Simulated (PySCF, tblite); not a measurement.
# C5H12GeO2: geometry, infrared bands, NMR shifts and electronic excitations, part 2 of 2

tblite 0.8.0 and PySCF 2.14.0. Atoms count from 0. Earlier steps stand in the parts before.

**5. Nuclear shieldings: PBE0/pcSseg-1**

What the job is given:

```
{"job": {"kind": "nmr", "xc": "PBE0", "basis": "pcSseg-1"}, "charge": 0, "multiplicity": 1}
C      3.685442     0.139641    -1.299955
C      2.348298    -0.364470    -0.812055
O      1.893015     0.476453     0.227681
Ge     0.396401     0.100959     1.079563
O     -0.858851     0.086026    -0.192629
C     -2.115077    -0.418159     0.100770
C     -3.091223     0.419516     0.877655
C     -3.275193     0.197336    -0.601793
H      3.592180     1.170387    -1.672781
H      4.420337     0.138012    -0.481133
H      4.067403    -0.493848    -2.115119
H      1.616201    -0.377240    -1.640498
H      2.446173    -1.409805    -0.454611
H      0.449781    -1.308617     1.708647
H      0.174589     1.244013     2.076266
H     -2.147505    -1.505153     0.266249
H     -3.773740    -0.071488     1.576821
H     -2.749408     1.410456     1.189514
H     -4.087813    -0.448484    -0.944012
H     -3.036875     1.033756    -1.263519
```

Level: GIAO PBE0/pcSseg-1 NMR shielding, non-relativistic, gas phase.

What it wrote:

```text
coarse grid: 73344 points
cycle   1  E = -2424.0563073295  dE =  3.209e-01  |g| = 1.286e+00  |ddm| = 3.960e+00
cycle   2  E = -2423.6479058143  dE =  4.084e-01  |g| = 1.945e+00  |ddm| = 2.250e+00
cycle   3  E = -2424.2595704218  dE = -6.117e-01  |g| = 2.637e-01  |ddm| = 1.703e+00
cycle   4  E = -2424.2711517373  dE = -1.158e-02  |g| = 8.325e-02  |ddm| = 2.254e-01
cycle   5  E = -2424.2721605503  dE = -1.009e-03  |g| = 1.182e-02  |ddm| = 6.898e-02
cycle   6  E = -2424.2721901579  dE = -2.961e-05  |g| = 3.484e-03  |ddm| = 1.365e-02
cycle   7  E = -2424.2721926424  dE = -2.484e-06  |g| = 9.330e-04  |ddm| = 3.011e-03
final grid: 155960 points
cycle   8  E = -2424.2722744253  dE =  1.056e-07  |g| = 1.325e-03  |ddm| = 2.234e-03
cycle   9  E = -2424.2722738553  dE =  5.699e-07  |g| = 2.211e-03  |ddm| = 2.512e-03
cycle  10  E = -2424.2722747605  dE = -9.051e-07  |g| = 1.888e-04  |ddm| = 1.592e-03
cycle  11  E = -2424.2722747676  dE = -7.179e-09  |g| = 1.501e-05  |ddm| = 1.433e-04
cycle  12  E = -2424.2722747677  dE = -3.092e-11  |g| = 3.949e-06  |ddm| = 1.746e-05
converged SCF energy = -2424.2722747677

GIAO shielding tensors (ppm)
atom      isotropic    diamagn.    paramagn.     s11        s22        s33       span
  0 C      164.395     245.506     -81.111    146.931    162.229    184.027     37.097
  1 C      120.596     245.632    -125.037     90.821    105.007    165.959     75.138
  2 O      276.583     404.388    -127.805    212.606    294.239    322.906    110.300
  3 Ge    1335.111    2759.272   -1424.161   1280.966   1316.505   1407.862    126.896
  4 O      278.909     406.598    -127.689    245.418    275.207    316.102     70.683
  5 C      136.238     234.607     -98.369     95.069    108.011    205.633    110.564
  6 C      175.829     257.560     -81.730    143.628    170.366    213.494     69.866
  7 C      175.445     257.280     -81.834    143.867    170.427    212.042     68.174
  8 H       29.847      28.722       1.125     25.962     28.411     35.167      9.205
  9 H       29.895      27.367       2.528     26.068     28.179     35.437      9.369
 10 H       30.342      26.334       4.007     26.359     27.410     37.256     10.897
 11 H       27.258      33.404      -6.146     20.593     29.300     31.880     11.286
 12 H       27.682      31.617      -3.935     22.379     28.043     32.623     10.243
 13 H       25.920      30.584      -4.665     19.747     21.871     36.141     16.394
 14 H       26.101      30.286      -4.185     19.116     22.053     37.133     18.017
 15 H       28.055      29.459      -1.404     21.279     27.624     35.261     13.982
 16 H       31.021      30.064       0.957     25.643     26.315     41.106     15.463
 17 H       30.822      32.105      -1.283     26.251     28.620     37.596     11.346
 18 H       30.757      29.772       0.985     25.112     26.331     40.826     15.714
 19 H       30.593      31.586      -0.994     25.293     28.402     38.083     12.790
```

Run time: 83 s. Hardware: 1 thread of Arm Neoverse N1, shared host; peak memory 1.1 GiB.

Shifts follow as δ = σ(reference) − σ, with reference shieldings (ppm) from runs at the same level and on the same kind of geometry: 1H TMS 31.27, 13C TMS 184.4, 17O H2O 334.6, 73Ge GeMe4 1330. The references are single molecules in the gas phase, so shifts against H2O, NH3, PH3, H3PO4 or CFCl3 are not on the usual liquid scales and can be off by tens of ppm. Atoms listed in one row are averaged.

```csv
atoms,environment,σ (ppm),δ (ppm)
C1,sp3 CH2 bonded to O,120.6,63.8
C5,three-membered-ring carbon,136.2,48.2
C0,methyl carbon,164.4,20.0
"C6, C7",three-membered-ring carbon,175.6,8.8
"H13, H14",hydrogen on a germanium bonded to 2 O,26.01,5.26
"H11, H12",hydrogen on an sp3 CH2 bonded to O,27.47,3.80
H15,hydrogen on a three-membered-ring carbon,28.05,3.21
"H8, H9, H10",hydrogen on a methyl carbon,30.03,1.24
"H17, H19",hydrogen on a three-membered-ring carbon,30.71,0.56
"H16, H18",hydrogen on a three-membered-ring carbon,30.89,0.38
O2,"oxygen bonded to C, Ge",276.6,58.0
O4,"oxygen bonded to C, Ge",278.9,55.7
Ge3,"germanium bonded to 2 O, 2 H",1335,-5
```

The run also stored atomic charges by several schemes (e):

```csv
atoms,Mulliken,IAO,Hirshfeld,ESP fit
C0,-0.29,-0.41,-0.12,-0.44
C1,0.02,-0.04,0.00,0.46
O2,-0.71,-0.61,-0.24,-0.47
Ge3,0.92,1.05,0.48,0.55
O4,-0.69,-0.61,-0.23,-0.31
C5,0.06,0.07,0.02,-0.01
"C6, C7",-0.24,-0.31,-0.10,-0.34
```

Mayer bond orders: C0–C1 1.07, C1–O2 0.88, O2–Ge3 0.87, Ge3–O4 0.77, O4–C5 0.94, C5–C6 0.95, C6–C7 0.96, C7–C5 0.97.

Ring of atoms C5, C6, C7: NICS(0) -40.5, NICS(1) -8.3, NICS(1)zz -20.0 ppm (means of both faces; NICS(1) differs between them: -9.7 and -7.0).

The two faces differ (NICS(1)zz -15.8 and -24.2 ppm).

In rings of three or four atoms NICS is ruled by the nearby σ bonds, so it says little on aromaticity.

**6. TDDFT and polarisability: B3LYP/def2-SVPD**

Settings changed since step 5:

```diff
@@ -1,2 +1,2 @@
-{"job": {"kind": "nmr", "xc": "PBE0", "basis": "pcSseg-1"}, "charge": 0, "multiplicity": 1}
+{"job": {"kind": "uv", "xc": "B3LYP", "basis": "def2-SVPD", "ip": true}, "charge": 0, "multiplicity": 1}
 C      3.685442     0.139641    -1.299955
```

Level: TDDFT B3LYP/def2-SVPD, vertical, gas phase, core orbitals frozen in the response.

What it wrote:

```text
coarse grid: 73344 points
cycle   1  E = -2424.5298258056  dE =  3.094e-01  |g| = 1.089e+00  |ddm| = 6.472e+00
cycle   2  E = -2423.9116463895  dE =  6.182e-01  |g| = 2.077e+00  |ddm| = 4.011e+00
cycle   3  E = -2424.7399665465  dE = -8.283e-01  |g| = 2.060e-01  |ddm| = 2.733e+00
cycle   4  E = -2424.7474507150  dE = -7.484e-03  |g| = 8.083e-02  |ddm| = 3.511e-01
cycle   5  E = -2424.7487338573  dE = -1.283e-03  |g| = 1.169e-02  |ddm| = 1.217e-01
cycle   6  E = -2424.7487667999  dE = -3.294e-05  |g| = 3.604e-03  |ddm| = 2.606e-02
cycle   7  E = -2424.7487695368  dE = -2.737e-06  |g| = 5.900e-04  |ddm| = 5.296e-03
final grid: 155960 points
cycle   8  E = -2424.7488379653  dE = -1.204e-07  |g| = 7.260e-04  |ddm| = 1.255e-02
cycle   9  E = -2424.7488378647  dE =  1.006e-07  |g| = 1.021e-03  |ddm| = 2.431e-03
cycle  10  E = -2424.7488380732  dE = -2.086e-07  |g| = 1.684e-04  |ddm| = 1.387e-03
cycle  11  E = -2424.7488380787  dE = -5.489e-09  |g| = 1.873e-05  |ddm| = 2.185e-04
cycle  12  E = -2424.7488380788  dE = -8.276e-11  |g| = 5.291e-06  |ddm| = 4.409e-05
converged SCF energy = -2424.7488380788

Static polarisability (au): isotropic 98.339, principal 85.422 92.984 116.611

Singlet excitations
state   eV       nm        f      main configurations
  1   6.4458    192.3   0.00210   H->L 0.86
  2   6.6070    187.7   0.02290   H->L+1 0.87
  3   6.6667    186.0   0.00558   H->L+2 0.83
  4   6.7665    183.2   0.01252   H-1->L 0.83
  5   6.9797    177.6   0.03552   H-1->L+1 0.48, H-1->L+2 0.34
  6   7.0195    176.6   0.02079   H-1->L+1 0.40, H-1->L+2 0.35, H-2->L 0.22
  7   7.1245    174.0   0.00754   H-2->L 0.66, H-1->L+2 0.23
  8   7.2376    171.3   0.02117   H-2->L+1 0.61, H-2->L+2 0.25
  9   7.2705    170.5   0.01180   H->L+4 0.52, H-2->L+1 0.17, H-2->L+2 0.17
 10   7.3523    168.6   0.00558   H-2->L+2 0.48, H->L+4 0.25, H->L+5 0.09

Triplet excitations (Tamm-Dancoff, eV): 6.1871 6.4013 6.5120 6.5655
Vertical ionisation energy (delta-SCF) = 9.1477 eV
```

Run time: 15 min. Hardware: 1 thread of Arm Neoverse N1, shared host; peak memory 1.1 GiB.

Frontier orbitals and where they lie:

```csv
orbital,eV,atoms
HOMO−3,-8.48,"O2 49 %, C1 14 %, C0 10 %"
HOMO−2,-7.84,"O2 32 %, O4 13 %, C7 12 %"
HOMO−1,-7.58,"O4 24 %, O2 23 %, C7 11 %"
HOMO,-7.20,"O4 34 %, C5 19 %, C6 19 %"
LUMO,0.17,"Ge3 36 %, H13 13 %, H14 11 %"
LUMO+1,0.25,"Ge3 32 %, H14 18 %, H13 16 %"
LUMO+2,0.41,"Ge3 26 %, O4 12 %, H13 10 %"
```

With each of the 10 states as a Gaussian band of 0.4 eV half-width at 1/e, the curve within the window shown has maxima at 177 nm (ε 4,400) L/(mol cm). Beyond the last state computed it falls off for lack of states. The curve at chosen wavelengths:

nm, ε (L/mol/cm) and a bar:
```
      162        826 #####
      164       1328 #########
      166       1944 #############
      168       2616 ##################
      170       3264 ######################
      172       3810 ##########################
      174       4192 #############################
      176       4380 ##############################
      178       4374 ##############################
      180       4202 #############################
      182       3902 ###########################
      184       3517 ########################
      186       3083 #####################
      188       2630 ##################
      190       2184 ###############
      192       1764 ############
      194       1383 #########
      196       1053 #######
      198        778 #####
      200        557 ####
      202        387 ##
      204        261 ##
      206        171 #
      208        109 
      210         68 
      212         41
```

Ground-state properties from the same run:

```csv
property,computed
dipole moment (D),1.59
polarisability (Å³),14.57
HOMO–LUMO gap (eV),7.37
−ε(HOMO) (eV),7.20
```

**7. Shielding tensors: KT3/pcSseg-1**

Settings changed since step 6:

```diff
@@ -1,2 +1,2 @@
-{"job": {"kind": "uv", "xc": "B3LYP", "basis": "def2-SVPD", "ip": true}, "charge": 0, "multiplicity": 1}
+{"job": {"kind": "nmr", "xc": "KT3", "basis": "pcSseg-1", "pop": false}, "charge": 0, "multiplicity": 1}
 C      3.685442     0.139641    -1.299955
```

Method: GIAO KT3/pcSseg-1 NMR shielding, non-relativistic, gas phase.

What it wrote:

```text
coarse grid: 73344 points
cycle   1  E = -2437.8118096456  dE =  2.497e-01  |g| = 1.308e+00  |ddm| = 3.991e+00
cycle   2  E = -2436.0675212113  dE =  1.744e+00  |g| = 3.086e+00  |ddm| = 5.037e+00
cycle   3  E = -2438.0831546972  dE = -2.016e+00  |g| = 3.508e-01  |ddm| = 4.563e+00
cycle   4  E = -2438.1034105047  dE = -2.026e-02  |g| = 2.222e-01  |ddm| = 5.211e-01
cycle   5  E = -2438.1139510422  dE = -1.054e-02  |g| = 3.758e-02  |ddm| = 2.051e-01
cycle   6  E = -2438.1143317135  dE = -3.807e-04  |g| = 1.064e-02  |ddm| = 4.962e-02
cycle   7  E = -2438.1143530234  dE = -2.131e-05  |g| = 3.733e-03  |ddm| = 9.386e-03
cycle   8  E = -2438.1143553964  dE = -2.373e-06  |g| = 1.738e-03  |ddm| = 4.133e-03
final grid: 155960 points
cycle   9  E = -2438.1144238874  dE =  2.377e-06  |g| = 3.964e-03  |ddm| = 5.113e-03
cycle  10  E = -2438.1144094296  dE =  1.446e-05  |g| = 9.510e-03  |ddm| = 1.091e-02
cycle  11  E = -2438.1144269398  dE = -1.751e-05  |g| = 2.235e-04  |ddm| = 7.688e-03
cycle  12  E = -2438.1144269520  dE = -1.219e-08  |g| = 4.400e-05  |ddm| = 2.456e-04
cycle  13  E = -2438.1144269524  dE = -3.865e-10  |g| = 1.262e-05  |ddm| = 4.496e-05
converged SCF energy = -2438.1144269524

GIAO shielding tensors (ppm)
atom      isotropic    diamagn.    paramagn.     s11        s22        s33       span
  0 C      161.769     245.725     -83.956    145.161    158.403    181.745     36.585
  1 C      117.420     246.015    -128.595     88.005    102.758    161.498     73.493
  2 O      256.420     404.289    -147.869    193.044    273.485    302.731    109.687
  3 Ge    1344.672    2763.652   -1418.980   1296.100   1316.812   1421.103    125.003
  4 O      258.489     407.300    -148.811    226.270    255.193    294.002     67.732
  5 C      133.277     235.705    -102.429     92.479    104.944    202.407    109.929
  6 C      173.370     257.296     -83.927    143.067    166.815    210.227     67.160
  7 C      173.042     257.342     -84.300    143.466    167.132    208.528     65.062
  8 H       29.955      29.217       0.738     26.377     28.564     34.925      8.548
  9 H       29.999      27.491       2.508     26.485     28.328     35.184      8.699
 10 H       30.315      26.304       4.011     26.599     27.582     36.765     10.166
 11 H       27.175      34.082      -6.907     20.648     29.052     31.826     11.178
 12 H       27.592      31.752      -4.160     22.472     27.887     32.419      9.947
 13 H       26.004      31.079      -5.074     19.979     21.993     36.041     16.061
 14 H       26.213      30.846      -4.634     19.412     22.204     37.022     17.610
 15 H       27.973      30.088      -2.114     21.320     27.618     34.981     13.661
 16 H       31.036      29.968       1.067     25.810     26.712     40.585     14.775
 17 H       30.928      32.541      -1.613     26.636     28.980     37.169     10.533
 18 H       30.813      29.609       1.204     25.299     26.801     40.340     15.041
 19 H       30.727      32.160      -1.433     25.697     28.873     37.612     11.915
```

Run time: 91 s. Hardware: 1 thread of Arm Neoverse N1, shared host; peak memory 1 GiB.

Key values: δ C1 64.9, C5 49.0, C0 20.5, C6 9.1, H13 5.21, H11 3.94 ppm (means over like atoms).

**8. Run by run: NMR shifts**

Shifts (ppm) of some atoms, chosen among heavy atoms and hydrogens apart, means over like atoms, with basis size and wall time:

```csv
run,C1,C5,H11,H15,O2,O4,Ge3,functions,time
PBE0/pcSseg-1,63.8,48.2,3.80,3.21,58.0,55.7,-5,220,83 s
KT3/pcSseg-1,64.9,49.0,3.94,3.35,72.6,70.5,-24,220,91 s
```

**9. Results**

The summary covers parts 1 to 2.

| quantity | value |
| --- | --- |
| strongest single infrared mode (GFN2-xTB) | 1972 cm⁻¹, 365 km/mol |
| zero-point energy (GFN2-xTB) | 98.3 kcal/mol |
| point group | C1 |
| rotational constants (main isotopes) | 3.44, 0.68, 0.59 GHz |
| 13C shifts against TMS (PBE0/pcSseg-1, means over atoms taken as alike) | 63.8, 48.2, 20.0, 8.8 ppm |
| 1H shifts against TMS (PBE0/pcSseg-1, means over atoms taken as alike) | 5.26, 3.80, 3.21, 1.24, 0.56, 0.38 ppm |
| 17O shifts against H2O (PBE0/pcSseg-1) | 58.0, 55.7 ppm |
| 73Ge shifts against GeMe4 (PBE0/pcSseg-1) | -5 ppm |
| lowest singlet (B3LYP/def2-SVPD) | 6.45 eV (192 nm), f = 0.002 |
| brightest single state of those computed | state 5, 6.98 eV, f = 0.036 |
| lowest triplet | 6.19 eV |
| vertical ionisation energy (ΔSCF) | 9.15 eV |
| range of the shift of Ge3 | -24 to -5 ppm |

**Reading.** The optimisation took 134 steps and gained 0.982 eV; among the close pairs (by a distance rule), Ge3–H14 changed most, from 1.572 to 1.499 Å (GFN2-xTB). All 54 modes are real, so the xTB geometry is a minimum. The strongest single mode, at 1972 cm⁻¹, moves mainly H14. Unscaled tight-binding wavenumbers are off by several per cent, some by more. Its intensities can rank the bands wrongly. The optimisation took 13 steps and gained 0.331 eV; among the close pairs (by a distance rule), O2–Ge3 changed most, from 1.682 to 1.763 Å (PBE0/def2-SVP). The most deshielded carbon is C1 (sp3 CH2 bonded to O), at 63.8 ppm: deshielded by the electronegative neighbour. At PBE0/pcSseg-1: The widest tensor belongs to Ge3: span 127 ppm, with a paramagnetic part of -1424 ppm. The first singlet state (HOMO→LUMO 0.86) lies at 6.45 eV and is weak; of the 10 states computed, the strongest absorption comes from state 5 at 6.98 eV. The lowest triplet lies 0.26 eV below the lowest singlet (triplets in Tamm-Dancoff, singlets in full TDDFT). ΔSCF puts the ionisation energy at 9.15 eV, 1.95 eV above −ε(HOMO). Across the 2 runs the shift of Ge3 moves most, between -24 (KT3/pcSseg-1) and -5 ppm (PBE0/pcSseg-1). Part of that comes from the computed reference. Spin-orbit coupling is left out, which matters for shieldings and couplings at and beside the heavy atoms.
